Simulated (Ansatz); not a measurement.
# Hydrogen bromide (HBr): taking an electron away

An exercise on one series of results from a longer session: the logs are not shown, and one member is left open.

The runs use Ansatz 0.2.0, Gaussian basis; unrestricted cation, the program's frozen cores in correlated methods.

Levels to be run: UKS PBE-D4/def2-TZVPP; UKS r2SCAN-D4/def2-TZVPP; UKS PBE0-D4/def2-TZVPP; UKS B3LYP-D4/def2-TZVPP; UKS wB97X-V/def2-TZVPP; UKS wB97M-V/def2-TZVPP; UKS B2PLYP/def2-TZVPP; UHF-CCSD(T)/def2-TZVPP; UHF-CCSD(T)/def2-QZVPP; extrapolation to the limit; then −ε(HOMO) from the neutral's earlier runs with LDA (SPW92), PBE-D4, revPBE-D4, BLYP-D4, r2SCAN-D4, B97M-V, PBE0-D4, B3LYP-D4, r2SCANh-D4, r2SCAN0-D4, HSE06-D4, BHLYP-D4, CAM-B3LYP-D4, LC-ωPBE, ωB97X-V, ωB97M-V.

## The geometry

All runs share one geometry, relaxed beforehand with PBE0-D4 in a triple-zeta def2 set.

SMILES `Br`, 2 atoms, charge 0, spin multiplicity 1.

Atoms are counted from 1 here; the program's logs count them from 0.

Bond lengths: Br1–H2 1.420 Å.

Set-up of the first run:

The input, in.yaml:

```yaml
crystal:
  periodic: [false, false, false]
  atoms:
    - {symbol: Br, position_ang: [-0.603223, 0.217957, -0.305049]}
    - {symbol: H, position_ang: [0.603223, -0.217957, 0.305049]}
basis:
  gaussian: {orbitals: def2-TZVPP}
total_charge: 1
magnetization: {spin_polarized: true, initial_magnetization: 1}
hamiltonian: {xc: pbe, dispersion: d4}
```

Started as:

```bash
$ ansatz run in.yaml --threads 2 --pin off --events-out ev --progress --plain --max-ram 32768MiB --backend cpu
```

Steps of the session up to this table: Cation, UKS PBE-D4/def2-TZVPP; Cation, UKS r2SCAN-D4/def2-TZVPP; Cation, UKS PBE0-D4/def2-TZVPP; Cation, UKS B3LYP-D4/def2-TZVPP; Cation, UKS wB97X-V/def2-TZVPP; Cation, UKS wB97M-V/def2-TZVPP; Cation, UKS B2PLYP (frozen core)/def2-TZVPP; Cation, UHF-CCSD(T)/def2-TZVPP; Cation, UHF-CCSD(T)/def2-QZVPP.

One table of the session follows, with a row left open; its other results are not shown here.

Orbital estimates, from the neutral's runs:

```
  functional  −ε(HOMO) (eV)
 LDA (SPW92)           7.55
      PBE-D4           7.42
   revPBE-D4           7.37
     BLYP-D4           7.25
   r2SCAN-D4           7.76
      B97M-V           7.81
     PBE0-D4           8.75
    B3LYP-D4           8.48
  r2SCANh-D4              ?
  r2SCAN0-D4           8.98
    HSE06-D4           8.35
    BHLYP-D4           9.92
CAM-B3LYP-D4          10.12
     LC-ωPBE          11.57
     ωB97X-V          11.18
     ωB97M-V          11.02
```

Q: Estimate the row for r2SCANh-D4 from the others.

Worked estimate for «−ε(HOMO) (eV)». Against the share of exact exchange, r2SCAN-D4 (0, 7.76), r2SCAN0-D4 (0.25, 8.98) give a slope of 4.88 per unit share; at 0.1 the line stands at 8.25.

**Answer.** −ε(HOMO) (eV): 8.24. In «−ε(HOMO) (eV)» the line misses by +0.01.
